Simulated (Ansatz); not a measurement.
**TiHO+ (quintet): the correlation ladder, def2-TZVPP**

One table from this session's results is given with a row withheld; the runs are named, their logs left out.

The runs use Ansatz 0.2.0, Gaussian basis; def2-TZVPP, core rule «outside noble gas», up to 10 orbitals frozen.

Plan: UHF; ROHF; CCSD(T) on UHF.

## The system

The geometry is a PBE0/def2-TZVP stationary point (not a proven minimum).

3 atoms, charge 1, spin multiplicity 5.

Atoms are counted from 1 here; the program's logs count them from 0.

Bond lengths: Ti1–O2 2.213 Å, O2–H3 0.979 Å. Angles: Ti1–O2–H3 135.0°.

Set-up of the first run:

in.yaml reads:

```yaml
crystal:
  periodic: [false, false, false]
  atoms:
    - {symbol: Ti, position_ang: [0.000000, 0.151588, -1.715051]}
    - {symbol: O, position_ang: [0.000000, 0.253835, 0.495508]}
    - {symbol: H, position_ang: [0.000000, -0.405423, 1.219543]}
basis:
  gaussian: {orbitals: def2-TZVPP}
total_charge: 1
magnetization: {spin_polarized: true, initial_magnetization: 4}
hamiltonian: {xc: hf}
output: {orbitals: {seedname: orbitals}}
```

Started as:

```sh
$ ansatz run in.yaml --threads 1 --pin off --events-out ev --progress --plain --max-ram 4096MiB --backend cpu
```

Among the steps run: UHF; ROHF; CCSD(T) on UHF.

One table of the session follows, with a row left open; its other results are not shown here.

```
  method  from UCCSD(T) (kcal/mol)
    ROHF                   +156.45
     UHF                   +150.61
    UMP2                    +16.22
   UCCSD                         ?
UCCSD(T)                         0
```

Estimate the missing values for UCCSD.

As computed: from UCCSD(T) (kcal/mol): +3.71. In the column «from UCCSD(T) (kcal/mol)» it lies between UCCSD(T) (0) and UMP2 (+16.22).
